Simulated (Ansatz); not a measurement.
# C₃H₈O₂Si: a ladder of functionals and wavefunction methods

One table from this session's results is given with a row withheld; the runs are named, their logs left out.

Method: functionals in def2-TZVPP, the program's frozen cores in correlated methods; program: Ansatz 0.2.0, Gaussian basis.

Plan: LDA (SPW92), PBE-D4, revPBE-D4, BLYP-D4, r2SCAN-D4, B97M-V, PBE0-D4, B3LYP-D4, r2SCANh-D4, r2SCAN0-D4, HSE06-D4, BHLYP-D4, CAM-B3LYP-D4, LC-ωPBE, ωB97X-V, ωB97M-V, B2PLYP, PBE-QIDH; CCSD(T)/def2-SVP; CCSD(T)/def2-TZVPP; MP2/def2-QZVPP; extrapolation to the limit; RPA on PBE.

## The relaxed structure

An earlier PBE0-D4 in a triple-zeta def2 set relaxation fixed the geometry.

SMILES `CC(C)O[Si]O`, 14 atoms, charge 0, spin multiplicity 1.

Atoms are counted from 1 here; the program's logs count them from 0.

Bond lengths: C1–C2 1.513 Å, C1–H7 1.092 Å, C1–H8 1.093 Å, C1–H9 1.092 Å, C2–C3 1.513 Å, C2–O4 1.425 Å, C2–H10 1.101 Å, C3–H11 1.092 Å, C3–H12 1.093 Å, C3–H13 1.092 Å, O4–Si5 1.655 Å, Si5–O6 1.645 Å, O6–H14 0.963 Å. Angles: C2–C1–H7 110.7°, C2–C1–H8 110.2°, C2–C1–H9 110.6°, H7–C1–H8 108.3°, H7–C1–H9 108.4°, H8–C1–H9 108.5°, C1–C2–C3 112.6°, C1–C2–O4 108.7°, C1–C2–H10 108.9°, C3–C2–O4 108.7°, C3–C2–H10 108.9°, O4–C2–H10 109.0°, C2–C3–H11 110.6°, C2–C3–H12 110.2°, C2–C3–H13 110.7°, H11–C3–H12 108.5°, H11–C3–H13 108.4°, H12–C3–H13 108.3° and more.

The first run:

File in.yaml:

```yaml
crystal:
  periodic: [false, false, false]
  atoms:
    - {symbol: C, position_ang: [-0.334417, -1.256205, -0.992443]}
    - {symbol: C, position_ang: [0.084866, -0.476456, 0.234972]}
    - {symbol: C, position_ang: [1.582183, -0.269908, 0.310658]}
    - {symbol: O, position_ang: [-0.551700, 0.798168, 0.206540]}
    - {symbol: Si, position_ang: [-1.610664, 1.323385, 1.365381]}
    - {symbol: O, position_ang: [-1.966304, 2.812153, 0.762242]}
    - {symbol: H, position_ang: [-1.417290, -1.393529, -1.011809]}
    - {symbol: H, position_ang: [-0.039924, -0.720050, -1.897953]}
    - {symbol: H, position_ang: [0.138435, -2.240904, -1.003023]}
    - {symbol: H, position_ang: [-0.245114, -1.021191, 1.132612]}
    - {symbol: H, position_ang: [2.102598, -1.230130, 0.332496]}
    - {symbol: H, position_ang: [1.929092, 0.293155, -0.559257]}
    - {symbol: H, position_ang: [1.850369, 0.288106, 1.209847]}
    - {symbol: H, position_ang: [-1.535233, 3.064204, -0.061664]}
basis:
  gaussian: {orbitals: def2-TZVPP}
hamiltonian: {xc: lda}
output: {orbitals: {seedname: orbitals}}
```

Run with:

```bash
$ ansatz run in.yaml --threads 4 --pin off --events-out ev --progress --plain --max-ram 11315MiB
```

Steps of the session up to this table: LDA; PBE-D4 (GGA); revPBE-D4 (GGA); BLYP-D4 (GGA); r2SCAN-D4 (meta-GGA); B97M-V (meta-GGA); B3LYP-D4 (hybrid); r2SCANh-D4 (hybrid); r2SCAN0-D4 (hybrid); HSE06-D4 (hybrid); BHLYP-D4 (hybrid); CAM-B3LYP-D4 (range-separated); LC-ωPBE (range-separated); ωB97X-V (range-separated); ωB97M-V (range-separated); B2PLYP (double hybrid); PBE-QIDH (double hybrid).

One of the session's tables, all rows but one given; the rest of the session is left out.

It belongs to the step «Frontier levels by functional». 

| functional | HOMO (eV) | gap (eV) |
| --- | --- | --- |
| LDA (SPW92) | -5.93 | 3.93 |
| PBE-D4 | ? | ? |
| revPBE-D4 | -5.75 | 3.99 |
| BLYP-D4 | -5.70 | 4.00 |
| r2SCAN-D4 | -6.01 | 4.29 |
| B97M-V | -6.11 | 4.39 |
| PBE0-D4 | -6.95 | 5.93 |
| B3LYP-D4 | -6.77 | 5.56 |
| r2SCANh-D4 | -6.44 | 5.03 |
| r2SCAN0-D4 | -7.08 | 6.13 |
| HSE06-D4 | -6.54 | 5.15 |
| BHLYP-D4 | -8.00 | 7.87 |
| CAM-B3LYP-D4 | -8.29 | 8.36 |
| LC-ωPBE | -9.57 | 10.75 |
| ωB97X-V | -9.27 | 10.33 |
| ωB97M-V | -9.13 | 10.07 |

**Question.** Estimate the row for PBE-D4.

**Answer.** HOMO (eV): -5.80; gap (eV): 3.97. In the column «HOMO (eV)» it lies between LDA (SPW92) (-5.93) and revPBE-D4 (-5.75).
